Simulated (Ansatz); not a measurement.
**C₂HCl₂Si radical: basis-set convergence**

The task here is to estimate one member of a computed series from the others.

Program: Ansatz 0.2.0, Gaussian basis. Level of theory: one geometry, several basis sets. These are calculated values, not measurements.

Levels to be run: PBE0-D4/def2-SVP; ωB97M-V/def2-SVP; PBE0-D4/def2-QZVPP; ωB97M-V/def2-QZVPP; the functionals' def2-TZVPP values are taken from earlier runs.

### The relaxed structure

The geometry comes from an earlier relaxation with PBE0-D4 in a triple-zeta def2 set; it is a stationary point.

SMILES `C#C[Si](Cl)Cl`, 6 atoms, charge 0, spin multiplicity 2.

Atoms are counted from 1 here; the program's logs count them from 0.

Bond lengths: C1–C2 1.208 Å, C1–H6 1.067 Å, C2–Si3 1.804 Å, Si3–Cl4 2.043 Å, Si3–Cl5 2.043 Å. Angles: C2–C1–H6 179.0°, C1–C2–Si3 172.9°, C2–Si3–Cl4 109.7°, C2–Si3–Cl5 109.7°, Cl4–Si3–Cl5 110.2°.

Geometry (Å):

```
C     1.3245    0.4835    1.1115
C     0.5215    0.0954    0.2972
Si   -0.5044   -0.5837   -1.0218
Cl   -1.9140   -1.8306   -0.2261
Cl   -1.4060    0.9370   -2.0463
H     2.0204    0.8345    1.8394
```

Set-up of the first run:

The input, in.yaml:

```yaml
crystal:
  periodic: [false, false, false]
  atoms:
    - {symbol: C, position_ang: [1.324475, 0.483503, 1.111461]}
    - {symbol: C, position_ang: [0.521516, 0.095405, 0.297223]}
    - {symbol: Si, position_ang: [-0.504370, -0.583750, -1.021818]}
    - {symbol: Cl, position_ang: [-1.914038, -1.830641, -0.226120]}
    - {symbol: Cl, position_ang: [-1.405986, 0.936977, -2.046264]}
    - {symbol: H, position_ang: [2.020403, 0.834506, 1.839419]}
basis:
  gaussian: {orbitals: def2-SVP}
magnetization: {spin_polarized: true, initial_magnetization: 1}
hamiltonian: {xc: pbe0, dispersion: d4}
output: {orbitals: {seedname: orbitals}}
```

Steps of the session up to this table: PBE0-D4 in def2-SVP; ωB97M-V in def2-SVP; PBE0-D4 in def2-QZVPP; ωB97M-V in def2-QZVPP.

One of the session's tables, all rows but one given; the rest of the session is left out.

It belongs to the step «Functionals by basis». 

```
functional       basis  HOMO (eV)  LUMO (eV)
   PBE0-D4    def2-SVP      -6.57      -3.05
   PBE0-D4  def2-TZVPP      -6.68      -3.10
   PBE0-D4  def2-QZVPP      -6.71      -3.14
   ωB97M-V    def2-SVP          ?          ?
   ωB97M-V  def2-TZVPP      -8.40      -1.47
   ωB97M-V  def2-QZVPP      -8.44      -1.54
```

Q: Estimate the row for ωB97M-V, def2-SVP from the others.

**Answer.** HOMO (eV): -8.26; LUMO (eV): -1.37. In the column «HOMO (eV)» it lies between ωB97M-V, def2-TZVPP (-8.40) and PBE0-D4, def2-QZVPP (-6.71).
